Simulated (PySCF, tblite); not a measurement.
# C₅H₁₀BBrO₃: geometry, infrared bands and NMR shifts

Aim: predict the infrared bands and NMR shifts of C₅H₁₀BBrO₃ (`CC[C@@H]1OB(O)O[C@H]1CBr`).

Programs: tblite 0.8.0 and PySCF 2.14.0, with density-fitted response routines of our own. Each step states its level of theory. These are calculated values for one molecule in the gas phase, unless marked as measured. Atoms are numbered from 0 throughout.

**1. Starting geometry**

20 atoms, charge 0, multiplicity 1; geometry from: force field or distance geometry start.

Bonds of the start (Å): C0–C1 1.55, C1–C2 1.49, C2–O3 1.43, O3–B4 1.45, B4–O5 1.48, B4–O6 1.46, O6–C7 1.43, C7–C8 1.49, C8–Br9 1.92, C7–C2 1.49, C0–H10 1.11, C0–H11 1.09, C0–H12 1.11, C1–H13 1.09, C1–H14 1.11, C2–H15 1.09, O5–H16 1.00, C7–H17 1.11, C8–H18 1.10, C8–H19 1.13.

**2. Optimising the geometry with GFN2-xTB**

Job settings and geometry (Å):

```
{"job": {"kind": "relax", "xc": "GFN2-xTB", "basis": "xTB"}, "charge": 0, "multiplicity": 1}
C      2.528400    -0.580800     0.338100
C      1.035200    -0.735700     0.725500
C      0.236200    -0.138800    -0.385900
O      0.628100     1.234900    -0.489000
B     -0.548400     1.937600    -0.957100
O     -0.902300     3.349500    -0.696000
O     -1.597500     0.947400    -1.151400
C     -1.214600     0.049700    -0.109600
C     -2.100800    -1.146700    -0.198900
Br    -1.572600    -2.490600     1.067000
H      2.685600    -0.898400    -0.715400
H      3.180200    -1.153300     0.998800
H      2.764100     0.498500     0.433600
H      0.925000    -0.236100     1.690900
H      0.901500    -1.837000     0.788400
H      0.483900    -0.597000    -1.345600
H     -0.721600     3.542300     0.271800
H     -1.359200     0.619400     0.828500
H     -2.223600    -1.542700    -1.223000
H     -3.132800    -0.811500     0.126000
```

Command:

```bash
$ OMP_NUM_THREADS=1 python probes_run.py task.json out
```

This one command runs all jobs of the session in turn.

**Question.** This job is followed by: GFN2-xTB harmonic vibrations, gas phase; GIAO PBE0/pcSseg-1 NMR shielding, non-relativistic, gas phase. What will the session give for the following? strongest single infrared mode (GFN2-xTB); zero-point energy (GFN2-xTB); 13C shifts against TMS (PBE0/pcSseg-1); 1H shifts against TMS (PBE0/pcSseg-1, means over atoms taken as alike); 17O shifts against H2O (PBE0/pcSseg-1); 11B shifts against BF3·OEt2 (PBE0/pcSseg-1); 79Br shifts against HBr (PBE0/pcSseg-1); surface potential, 1st and 99th percentile.

As calculated:

| quantity | value |
| --- | --- |
| strongest single infrared mode (GFN2-xTB) | 1372 cm⁻¹, 630 km/mol |
| zero-point energy (GFN2-xTB) | 97.4 kcal/mol |
| 13C shifts against TMS (PBE0/pcSseg-1) | 86.9, 86.1, 45.3, 37.4, 12.9 ppm |
| 1H shifts against TMS (PBE0/pcSseg-1, means over atoms taken as alike) | 4.14, 4.07, 3.74, 3.50, 3.14, 1.71, 1.43, 1.17 ppm |
| 17O shifts against H2O (PBE0/pcSseg-1) | 120.6, 113.9, 71.1 ppm |
| 11B shifts against BF3·OEt2 (PBE0/pcSseg-1) | 21.6 ppm |
| 79Br shifts against HBr (PBE0/pcSseg-1) | 167 ppm |
| surface potential, 1st and 99th percentile | -1.36 V and 2.18 V |

Over 118 steps the energy fell by 1.980 eV; of the close pairs, B4–O5 changed most, 1.479 to 1.339 Å. No mode is imaginary among the 54: a minimum at this level. The strongest single mode, at 1372 cm⁻¹, moves mainly B4. GFN2-xTB is a fitted tight-binding method: band positions and strengths are rough. Its intensities can rank the bands wrongly. C8 stands next to heavy halogen, whose spin-orbit shielding this run leaves out, so the computed shift lies too far downfield, most of all for carbon beside Br or I. At PBE0/pcSseg-1: Shielding is most anisotropic at Br9 (span 898 ppm, paramagnetic term -669 ppm). Spin-orbit coupling is left out, which matters for shieldings and couplings at and beside the heavy atoms.
